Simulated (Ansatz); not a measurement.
**HBrF (doublet): wave-function methods side by side at distance Br1–H2 along a hydrogen transfer = 1.915 Å, cc-pVDZ**

Aim: climb from Hartree-Fock through coupled cluster and multireference methods for HBrF (doublet) at one geometry and basis, and see what each rung misses.

Computed with Ansatz 0.2.0, Gaussian basis. Level: cc-pVDZ, core rule «outside noble gas», up to 15 orbitals frozen.

Plan: UHF; CCSD(T) on ROHF; CCSD(T) on UHF; BCCD(T) on ROHF; CISD; CCSDT(Q) on ROHF; CCSDT(Q) on UHF; CASSCF and MRCISD+Q, 3 electrons in 3 orbitals; CASSCF and NEVPT2, 3 electrons in 3 orbitals; CASSCF and MRCISD+Q, 15 electrons in 9 orbitals; CASSCF and NEVPT2, 15 electrons in 9 orbitals.

11 further runs of the same task are left out: 10 that didn't finish, 1 set aside as unsound or not needed.

## 1. The geometry

The geometry derives from fragments relaxed apart (PBE0/def2-TZVP) and kept rigid, so it is no stationary point. A hydrogen atom is moved between rigid fragments. No spin-orbit coupling is included. The filled d shell of Br may be among the frozen orbitals whatever the setting's name suggests; the logs give the count.

3 atoms, charge 0, spin multiplicity 2.

Atoms are counted from 1 here; the program's logs count them from 0.

Bond lengths: H2–F3 1.098 Å.

## 2. UHF

in.yaml

```yaml
crystal:
  periodic: [false, false, false]
  atoms:
    - {symbol: Br, position_ang: [0.000000, 0.000000, -1.642667]}
    - {symbol: H, position_ang: [0.000000, 0.000000, 0.272333]}
    - {symbol: F, position_ang: [0.000000, 0.000000, 1.370333]}
basis:
  gaussian: {orbitals: cc-pVDZ}
magnetization: {spin_polarized: true, initial_magnetization: 1}
hamiltonian: {xc: hf}
output: {orbitals: {seedname: orbitals}}
```

Started as:

```sh
> ansatz run in.yaml --threads 1 --pin off --events-out ev --progress --plain --max-ram 2393MiB
```

The runs that follow: CCSD(T) on ROHF; CCSD(T) on UHF; BCCD(T) on ROHF; CISD; CCSDT(Q) on ROHF; CCSDT(Q) on UHF; CASSCF and MRCISD+Q, 3 electrons in 3 orbitals; CASSCF and NEVPT2, 3 electrons in 3 orbitals; CASSCF and MRCISD+Q, 15 electrons in 9 orbitals; CASSCF and NEVPT2, 15 electrons in 9 orbitals.

**Question.** What will the summary of the whole plan be? Wanted: UCCSDT(Q) below the RHF energy; RMP2 from UCCSDT(Q); UMP2 from UCCSDT(Q); RCCSD from UCCSDT(Q); RCCSD(T) from UCCSDT(Q); UCCSD(T) from UCCSDT(Q); RCCSDT(Q) from UCCSDT(Q); NEVPT2 pair from UCCSDT(Q); MRCISD+Q pair from UCCSDT(Q).

As calculated:

| quantity | value |
| --- | --- |
| UCCSDT(Q) below the RHF energy | -9.0194 eV |
| RMP2 from UCCSDT(Q) | +609.6 meV |
| UMP2 from UCCSDT(Q) | +623.0 meV |
| RCCSD from UCCSDT(Q) | +137.4 meV |
| RCCSD(T) from UCCSDT(Q) | +29.9 meV |
| UCCSD(T) from UCCSDT(Q) | +27.4 meV |
| RCCSDT(Q) from UCCSDT(Q) | +2.4 meV |
| NEVPT2 pair from UCCSDT(Q) | +603.4 meV |
| MRCISD+Q pair from UCCSDT(Q) | +65.4 meV |
| NEVPT2 valence from UCCSDT(Q) | +1329.0 meV |
| levels within 1 kcal/mol (43 meV) | RCCSD(T), UCCSD(T), BCCD(T), RCCSDT, UCCSDT, RCCSDT(Q) |
| T1 diagnostic | 0.011 |
| effectively unpaired electrons | 1.01 |

**Reading.** RCCSD(T) misses by +29.9 meV, 0.3 % of the correlation energy. One determinant dominates. Of the multireference levels listed MRCISD+Q pair comes nearest in total energy (+65.4 meV), which doesn't show that its space is the better one. These misses are within one basis, not against nature; the frozen cores of restricted and unrestricted runs differ, which can shift their rows.
